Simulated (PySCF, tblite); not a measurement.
# C₆H₃F₃O: geometry, infrared bands, NMR shifts, spin-spin couplings and electronic excitations

Wanted: the infrared bands, NMR shifts, spin-spin couplings and electronic excitations of C₆H₃F₃O (`FC(F)=C(F)c1ccco1`), by calculation.

The runs use tblite 0.8.0 and PySCF 2.14.0, with density-fitted response routines of our own; the level of theory stands in each step. All values are computed, except where a source is named. Atoms are numbered from 0 throughout.

## 1. Starting geometry

13 atoms, charge 0, multiplicity 1; geometry from: GFN2-xTB.

Bonds of the start (Å): F0–C1 1.32, C1–F2 1.32, C1–C3 1.34, C3–F4 1.35, C3–C5 1.44, C5–C6 1.37, C6–C7 1.41, C7–C8 1.36, C8–O9 1.34, O9–C5 1.35, C6–H10 1.07, C7–H11 1.07, C8–H12 1.07.

## 2. Harmonic vibrations with GFN2-xTB

Job settings and geometry (Å):

```
{"job": {"kind": "ir", "xc": "GFN2-xTB", "basis": "xTB"}, "charge": 0, "multiplicity": 1}
F     -2.188491    -0.346829    -1.809744
C     -2.415881     0.116398    -0.590536
F     -3.705366     0.356542    -0.406832
C     -1.462153     0.314990     0.326293
F     -1.829786     0.792150     1.530912
C     -0.050015     0.069102     0.169947
C      0.976689     0.246697     1.066594
C      2.149659    -0.152370     0.392574
C      1.754126    -0.539420    -0.853478
O      0.428606    -0.409477    -0.997897
H      0.889443     0.613859     2.068074
H      3.146104    -0.151233     0.782811
H      2.302676    -0.909921    -1.696447
```

**Question.** This job is followed by: PBE0-D3(BJ)/def2-SVP geometry optimisation, gas phase; GIAO PBE0/pcSseg-1 NMR shielding, non-relativistic, gas phase; B3LYP/pcJ-1 indirect spin-spin coupling, non-relativistic, gas phase; TDDFT CAM-B3LYP/def2-SVPD, vertical, gas phase, core orbitals frozen in the response; GIAO KT2/pcSseg-1 NMR shielding, non-relativistic, gas phase. Predict these results of the whole session: strongest single infrared mode (GFN2-xTB); zero-point energy (GFN2-xTB); point group; rotational constants (main isotopes); ¹³C shifts against TMS (PBE0/pcSseg-1); ¹H shifts against TMS (PBE0/pcSseg-1); ¹⁹F shifts against CFCl3 (PBE0/pcSseg-1); ¹⁷O shifts against H2O (PBE0/pcSseg-1); largest coupling of the table (B3LYP/pcJ-1); lowest singlet (CAM-B3LYP/def2-SVPD); lowest triplet; vertical ionisation energy (ΔSCF); range of the shift of F4.

**Answer**, as computed:

| quantity | value |
| --- | --- |
| strongest single infrared mode (GFN2-xTB) | 1216 cm⁻¹, 188 km/mol |
| zero-point energy (GFN2-xTB) | 48.2 kcal/mol |
| point group | Cs |
| rotational constants (main isotopes) | 2.89, 0.93, 0.70 GHz |
| ¹³C shifts against TMS (PBE0/pcSseg-1) | 161.5, 147.0, 146.8, 130.1, 117.4, 113.6 ppm |
| ¹H shifts against TMS (PBE0/pcSseg-1) | 7.44, 6.72, 6.66 ppm |
| ¹⁹F shifts against CFCl3 (PBE0/pcSseg-1) | -102.9, -114.5, -206.5 ppm |
| ¹⁷O shifts against H2O (PBE0/pcSseg-1) | 287.2 ppm |
| largest coupling of the table (B3LYP/pcJ-1) | ¹J(F,C) F0–C1, -371.2 Hz |
| lowest singlet (CAM-B3LYP/def2-SVPD) | 5.18 eV (239 nm), f = 0.486 |
| lowest triplet | 3.06 eV |
| vertical ionisation energy (ΔSCF) | 8.41 eV |
| range of the shift of F4 | -232.8 to -206.5 ppm |

**Reading.** All 33 modes are real, so the xTB geometry is a minimum. The strongest single mode, at 1216 cm⁻¹, moves mainly C1. GFN2-xTB is a fitted tight-binding method: band positions and strengths are rough. Its intensities can rank the bands wrongly. The optimisation took 10 steps and gained 0.053 eV; among the close pairs (by a distance rule), F0–C1 changed most, from 1.324 to 1.306 Å. No frequency check was run at this level, so the end point may be a saddle. At PBE0/pcSseg-1: Shielding is most anisotropic at O9 (span 347 ppm, paramagnetic term -350 ppm). NICS(1)zz of -25 ppm above the planar ring from C5 marks a diatropic (aromatic) ring current. In the run at B3LYP/pcJ-1, the largest coupling of the table is F0–C1, -371.2 Hz, of which the Fermi-contact term gives -335.5 Hz. Couplings across rotatable bonds belong to this one conformer; where others are populated, the observed values are averages. Density functionals describe couplings to fluorine poorly, F–F couplings above all, so those rows are rough. The lowest singlet, at 5.18 eV, is HOMO→LUMO 0.97 and is bright. The lowest triplet lies 2.12 eV below the lowest singlet (triplets in Tamm-Dancoff, singlets in full TDDFT). The orbital energy would give 7.65 eV for ionisation, ΔSCF gives 8.41 eV. Across the 2 runs the shift of F4 moves most, between -232.8 (KT2/pcSseg-1) and -206.5 ppm (PBE0/pcSseg-1).
